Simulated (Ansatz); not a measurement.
# BHLYP/def2-SVP (core potential) run of InCNClF (SMILES N#[C][In]([F])[Cl])

Aim: the vertical singlet–triplet gap of InCNClF at BHLYP/def2-SVP (core potential), from 2 runs. 

The calculation is run with Ansatz 0.2.0.

127 further runs of the same task are left out: 7 that didn't finish, 120 set aside as unsound or not needed.

## Step 1: The system as given

InCNClF: 5 atoms, total charge 0, spin state singlet. As SMILES, `N#[C][In]([F])[Cl]`. The coordinates come from a PBE0-D4/def2-TZVP relaxation.

Bond lengths: N1–C2 1.152 Å, C2–In3 2.082 Å, In3–F4 1.924 Å, In3–Cl5 2.280 Å. Angles: N1–C2–In3 178.9°, C2–In3–F4 118.2°, C2–In3–Cl5 125.8°, F4–In3–Cl5 115.9°.

## Step 2: A single-point energy at BHLYP/def2-SVP (core potential)

input.yaml reads:

```yaml
crystal:
  periodic: [false, false, false]
  atoms:
    - symbol: "N"
      position_ang: [-1.392600, 1.451400, 1.648800]
    - symbol: C
      position_ang: [-0.781900, 0.784400, 0.934900]
    - symbol: In
      position_ang: [0.330400, -0.389600, -0.376400]
    - symbol: F
      position_ang: [0.434400, -2.280900, -0.039700]
    - symbol: Cl
      position_ang: [1.459700, 0.361000, -2.209100]
basis:
  gaussian:
    orbitals: def2-SVP
magnetization:
  spin_polarized: false
hamiltonian:
  xc: {name: BHLYP}
accuracy: high
output:
  orbitals: {seedname: orbitals}
```

The run is started by

```
$ ansatz run input.yaml --threads 1 --pin off --max-ram 3480MiB --events-out events.jsonl --progress --plain --runs-dir runs
```

What it wrote:

```text
Warning: RAYON_NUM_THREADS=1 ignored (pool sized by the plan → 1); use --threads N
Functional definition: BHLYP
  name "BHLYP"
  parameter a = 0.5
  exchange = (1 - a)*b88_x + a*exact_x
  correlation = lyp_c
1856 factors; integrals over basis functions are off by at most 7.9e-9 eV
mean field evaluation 1: about -22923.0985 eV, gradient 5.0e1 eV
mean field evaluation 2: about -22917.2926 eV, gradient 7.7e1 eV
mean field evaluation 4: about -22928.3952 eV, gradient 3.3e0 eV
mean field evaluation 8: about -22928.7039 eV, gradient 6.0e-1 eV
mean field evaluation 16: about -22928.7049 eV, gradient 1.2e-4 eV
mean field -22928.70485032 eV, -842.6143616150 hartree, gradient 3.1e-8 eV, S^2 0.000000; 0 other end points of the search recorded, 0 dependent functions left out
reference -22928.70487696 eV, -842.6143625940 hartree; 30, 30 occupied and 56, 56 virtual orbitals, 1856 factors
Total energy: -22928.70487696 eV, -842.6143625940 hartree
```

Run time: 16 s. Hardware: 1 thread of Arm Neoverse N1, shared host; peak memory 0.3 GiB.

## Step 3: The triplet, same level

run.yaml reads:

```yaml
crystal:
  periodic: [false, false, false]
  atoms:
    - {symbol: N, position_ang: [-1.392600, 1.451400, 1.648800]}
    - {symbol: C, position_ang: [-0.781900, 0.784400, 0.934900]}
    - {symbol: In, position_ang: [0.330400, -0.389600, -0.376400]}
    - {symbol: F, position_ang: [0.434400, -2.280900, -0.039700]}
    - {symbol: Cl, position_ang: [1.459700, 0.361000, -2.209100]}
basis:
  gaussian: {orbitals: def2-SVP}
magnetization: {spin_polarized: true, initial_magnetization: 2}
hamiltonian: {xc: {name: BHLYP}}
accuracy: high
output: {orbitals: {seedname: orbitals}}
```

The run is started by

```
$ ansatz run run.yaml --threads 1 --pin off --max-ram 3480MiB --events-out events.jsonl --progress --plain --runs-dir runs
```

What it wrote:

```text
Warning: RAYON_NUM_THREADS=1 ignored (pool sized by the plan → 1); use --threads N
[... 5 set-up lines as earlier in the session ...]
1856 factors; integrals over basis functions are off by at most 7.9e-9 eV
mean field evaluation 1: about -22916.4805 eV, gradient 3.6e1 eV
mean field evaluation 2: about -22894.3873 eV, gradient 8.1e1 eV
mean field evaluation 4: about -22922.5753 eV, gradient 5.5e0 eV
mean field evaluation 8: about -22922.8616 eV, gradient 7.6e-1 eV
mean field evaluation 16: about -22922.8765 eV, gradient 2.9e-2 eV
mean field evaluation 32: about -22922.8767 eV, gradient 1.4e-3 eV
mean field evaluation 64: about -22922.8767 eV, gradient 3.0e-6 eV
mean field evaluation 96: about -22922.8568 eV, gradient 1.6e0 eV
mean field -22922.87668202 eV, -842.4001803802 hartree, gradient 7.9e-8 eV, S^2 2.010549; 6 other end points of the search recorded, 0 dependent functions left out
reference -22922.87670846 eV, -842.4001813521 hartree; 31, 29 occupied and 55, 57 virtual orbitals, 1856 factors
Total energy: -22922.87670846 eV, -842.4001813521 hartree
```

It took 79 s on 1 thread of Arm Neoverse N1, shared host; peak memory 0.49 GiB.

## Step 4: Results

Level: BHLYP/def2-SVP (core potential).

```
                                        quantity          value
                           singlet: total energy  -842.61436 Eh
                            singlet: HOMO energy      -11.03 eV
                            singlet: LUMO energy       -1.80 eV
                          singlet: HOMO–LUMO gap        9.23 eV
                           triplet: total energy  -842.40018 Eh
     triplet: HOMO energy (highest over α and β)       -5.27 eV
                                   triplet: ⟨S²⟩          2.011
vertical energy of the triplet above the singlet       5.828 eV
```

**Reading.** At this shape the triplet lies 5.83 eV (562 kJ/mol) above the singlet.
